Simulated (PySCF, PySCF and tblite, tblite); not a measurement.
# C5H8BF2NO: a path driven as rotation about a bond, and NMR exchange, part 2 of 2

PySCF and tblite. Atoms count from 0. Earlier steps stand in the parts before.

### 10 Shieldings, start: PBE0/6-31++G**

Job settings and geometry (Å):

```
{"job": {"kind": "nmr", "xc": "PBE0", "basis": "6-31++G**", "pop": false}, "charge": 0, "multiplicity": 1}
B      2.553198     1.049943    -0.252032
N      1.426931     0.263853    -0.065622
C      0.111297     0.616001    -0.354752
C     -0.750619    -0.347003    -0.033356
O     -2.128684    -0.388798    -0.147429
C     -2.747236     0.780321    -0.400175
F     -2.607913     1.161589    -1.697382
F     -4.060177     0.608743    -0.203679
C     -0.048302    -1.544082     0.540719
C      1.423634    -1.101181     0.473365
H      3.596552     0.610064     0.042260
H      2.426993     2.127000    -0.688781
H     -0.079933     1.575932    -0.796568
H     -2.398014     1.626974     0.223540
H     -0.383815    -1.740592     1.560511
H     -0.246730    -2.437453    -0.052251
H      2.008074    -1.749408    -0.183663
H      1.895983    -1.105585     1.457971
```

The log of the run:

```text
coarse grid: 15800 points
cycle   1  E = -549.2218186067  dE =  1.741e+00  |g| = 7.821e-01  |ddm| = 5.809e+00
cycle   2  E = -549.1434874699  dE =  7.833e-02  |g| = 1.070e+00  |ddm| = 5.138e+00
cycle   3  E = -549.3402148491  dE = -1.967e-01  |g| = 7.256e-02  |ddm| = 2.832e+00
cycle   4  E = -549.3410657877  dE = -8.509e-04  |g| = 3.768e-02  |ddm| = 2.945e-01
cycle   5  E = -549.3413206809  dE = -2.549e-04  |g| = 1.451e-02  |ddm| = 9.109e-02
cycle   6  E = -549.3413672725  dE = -4.659e-05  |g| = 4.144e-03  |ddm| = 2.825e-02
cycle   7  E = -549.3413715040  dE = -4.231e-06  |g| = 8.081e-04  |ddm| = 1.135e-02
final grid: 155632 points
cycle   8  E = -549.2887837630  dE = -4.623e-05  |g| = 1.139e-02  |ddm| = 1.172e-01
cycle   9  E = -549.2887545320  dE =  2.923e-05  |g| = 1.671e-02  |ddm| = 6.524e-02
cycle  10  E = -549.2888112382  dE = -5.671e-05  |g| = 1.853e-03  |ddm| = 4.608e-02
cycle  11  E = -549.2888119826  dE = -7.444e-07  |g| = 5.279e-04  |ddm| = 4.652e-03
cycle  12  E = -549.2888120413  dE = -5.876e-08  |g| = 1.393e-04  |ddm| = 1.600e-03
cycle  13  E = -549.2888120458  dE = -4.462e-09  |g| = 4.564e-05  |ddm| = 3.930e-04
cycle  14  E = -549.2888120463  dE = -4.577e-10  |g| = 1.345e-05  |ddm| = 9.929e-05
converged SCF energy = -549.2888120463

GIAO shielding tensors (ppm)
atom      isotropic    diamagn.    paramagn.     s11        s22        s33       span
  0 B       78.617     193.044    -114.427     50.401     59.061    126.388     75.986
  1 N      115.500     317.122    -201.622     13.780    148.916    183.803    170.023
  2 C       81.682     261.598    -179.915     19.179     94.063    131.805    112.627
  3 C       56.969     259.503    -202.534    -16.648     91.500     96.053    112.701
  4 O      197.210     401.090    -203.880    150.028    195.449    246.153     96.124
  5 C       80.296     242.363    -162.067     60.871     85.512     94.506     33.635
  6 F      277.268     471.178    -193.910    206.925    263.545    361.333    154.409
  7 F      285.107     462.857    -177.749    193.159    302.789    359.374    166.216
  8 C      165.133     245.370     -80.236    139.642    171.100    184.658     45.016
  9 C      149.461     239.162     -89.701    117.253    146.772    184.360     67.107
 10 H       26.943      29.025      -2.082     24.568     26.685     29.576      5.008
 11 H       26.810      29.196      -2.386     24.284     26.500     29.646      5.361
 12 H       25.668      32.950      -7.282     22.726     24.739     29.540      6.814
 13 H       25.075      27.326      -2.251     22.534     24.677     28.015      5.482
 14 H       28.756      29.972      -1.216     24.515     27.540     34.213      9.698
 15 H       28.741      29.823      -1.081     24.493     27.523     34.208      9.716
 16 H       27.632      28.389      -0.757     22.955     27.263     32.679      9.725
 17 H       27.675      28.668      -0.992     23.150     27.278     32.598      9.448
```

It took 32 s on 1 thread of Arm Neoverse V2, shared host; peak memory 1.1 GiB.

This run: HOMO -6.30 eV, LUMO -0.52 eV; dipole 2.32 D.

### 11 Single-point energy, saddle of leg 1: PBE0/6-31++G**

Job settings and geometry (Å):

```
{"job": {"kind": "sp", "xc": "PBE0", "basis": "6-31++G**", "pop": false}, "charge": 0, "multiplicity": 1}
B      2.587700     1.012558    -0.297240
N      1.367932     0.390337     0.199770
C      0.107329     0.631064    -0.317481
C     -0.740902    -0.372753    -0.080297
O     -2.105275    -0.464281    -0.352020
C     -2.759754     0.700876    -0.453506
F     -2.591750     1.282357    -1.676319
F     -4.075441     0.465080    -0.345432
C     -0.055519    -1.490687     0.658470
C      1.404682    -1.003566     0.668771
H      3.025833     0.709651    -1.346759
H      3.140785     1.799467     0.374347
H     -0.082786     1.564877    -0.814368
H     -2.466369     1.460963     0.298285
H     -0.461623    -1.595316     1.667329
H     -0.173192    -2.446722     0.148705
H      2.028824    -1.610611     0.000810
H      1.849527    -1.033293     1.666936
```

The log of the run:

```text
coarse grid: 15800 points
cycle   1  E = -549.1681416563  dE =  1.700e+00  |g| = 7.827e-01  |ddm| = 5.925e+00
cycle   2  E = -549.0823288106  dE =  8.581e-02  |g| = 1.083e+00  |ddm| = 3.570e+00
cycle   3  E = -549.2830295751  dE = -2.007e-01  |g| = 5.795e-02  |ddm| = 1.920e+00
cycle   4  E = -549.2833119035  dE = -2.823e-04  |g| = 4.306e-02  |ddm| = 2.368e-01
cycle   5  E = -549.2837049138  dE = -3.930e-04  |g| = 1.241e-02  |ddm| = 1.296e-01
cycle   6  E = -549.2837364059  dE = -3.149e-05  |g| = 4.994e-03  |ddm| = 2.677e-02
cycle   7  E = -549.2837425358  dE = -6.130e-06  |g| = 4.266e-04  |ddm| = 1.409e-02
final grid: 155632 points
cycle   8  E = -549.2309850607  dE = -4.812e-05  |g| = 1.154e-02  |ddm| = 1.642e-01
cycle   9  E = -549.2309593338  dE =  2.573e-05  |g| = 1.644e-02  |ddm| = 6.610e-02
cycle  10  E = -549.2310133430  dE = -5.401e-05  |g| = 1.655e-03  |ddm| = 4.281e-02
cycle  11  E = -549.2310139193  dE = -5.763e-07  |g| = 6.088e-04  |ddm| = 4.759e-03
cycle  12  E = -549.2310140029  dE = -8.359e-08  |g| = 1.338e-04  |ddm| = 1.475e-03
cycle  13  E = -549.2310140067  dE = -3.852e-09  |g| = 4.782e-05  |ddm| = 3.618e-04
cycle  14  E = -549.2310140072  dE = -4.825e-10  |g| = 1.350e-05  |ddm| = 1.292e-04
converged SCF energy = -549.2310140072
```

Wall time 16 s (1 thread of Arm Neoverse V2, shared host); peak memory 0.77 GiB.

Key values: HOMO -5.34 eV, LUMO -2.08 eV; dipole 3.42 D.

### 12 Second level: PBE0/6-31++G** + D3(BJ)

Job settings and geometry (Å):

```
{"job": {"smiles": "BN1C=C(OC(F)F)CC1", "charge": 0, "mult": 1, "motion": "rotation", "what": "aminoborane", "atoms": [0, 1], "drives": [{"terms": [["t", [10, 0, 1, 2], 0.25], ["t", [10, 0, 1, 9], 0.25], ["t", [11, 0, 1, 2], 0.25], ["t", [11, 0, 1, 9], 0.25]], "by": 180, "n": 12}], "flip": [0, 1], "study": "path", "level": {"kind": "nmr", "xc": "PBE0", "basis": "6-31++G**", "wide": true}, "fields": [100, 800, 900], "first": 3, "seed": 535, "kind": "pathvar"}, "charge": 0, "multiplicity": 1}
B      2.553198     1.049943    -0.252032
N      1.426931     0.263853    -0.065622
C      0.111297     0.616001    -0.354752
C     -0.750619    -0.347003    -0.033356
O     -2.128684    -0.388798    -0.147429
C     -2.747236     0.780321    -0.400175
F     -2.607913     1.161589    -1.697382
F     -4.060177     0.608743    -0.203679
C     -0.048302    -1.544082     0.540719
C      1.423634    -1.101181     0.473365
H      3.596552     0.610064     0.042260
H      2.426993     2.127000    -0.688781
H     -0.079933     1.575932    -0.796568
H     -2.398014     1.626974     0.223540
H     -0.383815    -1.740592     1.560511
H     -0.246730    -2.437453    -0.052251
H      2.008074    -1.749408    -0.183663
H      1.895983    -1.105585     1.457971
```

The log of the run:

```text
stationary points (kcal/mol above the start)
  n  kind          group   xTB      DFT    lowest mode
  0  minimum      C1       0.00     0.00      51.8
  1  saddle       C1      28.80    36.28    -782.1
  2  minimum      C1       0.00     0.00      52.2

GFN2-xTB energies: T/K, barrier G, reaction G (kcal/mol), k forward, k back (1/s)
 150.00    26.74     0.01   6.97e-27    7.1e-27
 200.00    26.67     0.01   6.05e-17   6.15e-17
 250.00    26.59     0.01   5.87e-11   5.95e-11
 298.15    26.53     0.01   4.45e-07   4.51e-07
 350.00    26.46     0.01   0.000437   0.000442
 400.00    26.40     0.01     0.0624      0.063
 500.00    26.31     0.01       66.1       66.7

CAM-B3LYP/pcSseg-1 + D3(BJ) energies: T/K, barrier G, reaction G (kcal/mol), k forward, k back (1/s)
 150.00    34.75     0.00   1.45e-38   1.47e-38
 200.00    34.68     0.01   1.05e-25   1.06e-25
 250.00    34.61     0.01   5.75e-18   5.82e-18
 298.15    34.55     0.01    5.9e-13   5.97e-13
 350.00    34.48     0.01    4.3e-09   4.34e-09
 400.00    34.42     0.01    2.6e-06   2.62e-06
 500.00    34.32     0.01     0.0207     0.0208

PBE0/6-31++G** + D3(BJ) energies: T/K, barrier G, reaction G (kcal/mol), k forward, k back (1/s)
 150.00    34.22     0.00   8.71e-38   8.85e-38
 200.00    34.15     0.01   4.02e-25   4.08e-25
 250.00    34.08     0.01   1.69e-17   1.71e-17
 298.15    34.01     0.01   1.46e-12   1.47e-12
 350.00    33.95     0.01   9.28e-09   9.37e-09
 400.00    33.89     0.01   5.09e-06   5.14e-06
 500.00    33.79     0.01     0.0354     0.0357
```

Run time: 2.5 min. Hardware: 1 thread of Arm Neoverse V2, shared host; peak memory 1.1 GiB. This counts the runs that the step sums up.

Barriers by level (kcal/mol; entropies in cal/(mol K)). Zero-point and thermal terms come from xTB in every row. ΔG‡ leaves symmetry out; the rate counts equivalent paths (a factor of 2); effective ΔG‡, where given, is the barrier that would give that rate by Eyring's equation alone:

```csv
level,ΔE‡,with zero-point,ΔH‡,ΔS‡,ΔG‡ (298 K),ΔE of reaction,k at 298 K (1/s),effective ΔG‡
GFN2-xTB,28.80,26.83,26.95,1.4,26.53,0.00,4.4e-07,26.12
CAM-B3LYP/pcSseg-1 + D3(BJ),36.82,34.85,34.97,1.4,34.55,0.00,5.9e-13,34.14
PBE0/6-31++G** + D3(BJ),36.28,34.32,34.43,1.4,34.01,0.00,1.5e-12,33.60
```

### 13 Results

What follows sums up all 2 parts.

```
                             quantity                               value
barrier (CAM-B3LYP/pcSseg-1 + D3(BJ))  ΔE‡ 36.8, ΔG‡(298 K) 34.5 kcal/mol
                   barrier (GFN2-xTB)                   ΔE‡ 28.8 kcal/mol
                        rate at 298 K                         5.9e-13 s⁻¹
                      end of the path   the start, renumbered or mirrored
                coalescence of ¹H H10                    668 K at 900 MHz
```

DFT puts the top 36.8 kcal/mol above the start (xTB: 28.8); the rate from the DFT barrier is 5.9e-13 s⁻¹ at 298 K. An error of 1.4 kcal/mol changes that rate tenfold. The ¹H lines of H10 and its partners, 79 Hz apart at 900 MHz, merge at 668 K, so by this path alone the exchange at 298 K is slow for them; other paths were not followed. The moving atom is hydrogen and the barrier is narrow, so tunnelling, which is left out, should speed the exchange. PBE0/6-31++G** + D3(BJ) moves the barrier from 36.8 to 36.3 kcal/mol.
